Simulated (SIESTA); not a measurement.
# TaAs under changes of volume

One of the cells (17.744 Å³/atom); the others are scaled copies at fixed shape and fractional positions:

```
Ta As
1.0
    -1.73322    1.73322    5.90680
     1.73322   -1.73322    5.90680
     1.73322    1.73322   -5.90680
Ta As
2 2
Direct
  0.49997 0.49997 0.00000
  0.24997 0.74997 0.50000
  0.08263 0.08263 0.00000
  0.83263 0.33263 0.50000
```

The cell is a database's computed one.

- Program: SIESTA 5.4.2
- Functional: PBEsol
- Potentials or basis: PseudoDojo 0.4 standard (PBEsol files)
- Basis: DZP (energy shift 0.003 Ry; two zetas on semicore shells)
- Grid cutoff: 800 Ry
- Energy shift: 0.003 Ry
- k mesh: 11 × 11 × 11
- Occupations: fermi-dirac, width 0.05 eV
- Spin: no spin polarisation

```csv
volume (Å³/atom),energy over the lowest point (meV/atom),pressure (GPa),largest force (eV/Å)
16.353,29.01,11.4,0.092
16.700,9.54,6.6,0.079
17.048,0.00,2.3,0.066
17.744,6.74,-5.1,0.046
18.092,?,?,?
18.440,42.23,-11.0,0.030
```

Question: What does the run at 18.092 Å³/atom give?

Answer: Energy over the lowest point 21.27 meV/atom; pressure -8.2 GPa; largest force 0.038 eV/Å.

Worked out: A Birch-Murnaghan fit of order 3 (a polynomial in V^(-2/3)) to the other rows has its minimum at 17.25 Å³/atom with B0 = V·E''(V) = 191 GPa and B' = 4.5 at fixed shape and positions, which overstates the stiffness. It gives 21.28 meV/atom at 18.092 Å³/atom, against the run's 21.27, and -dE/dV = -8.2 GPa, against -8.2.

Energies are extrapolated to zero smearing.

Caveats: short orbitals over semicore shells can move pressures by several GPa; the basis of atomic orbitals isn't converged, which shifts pressures, moduli and gaps.
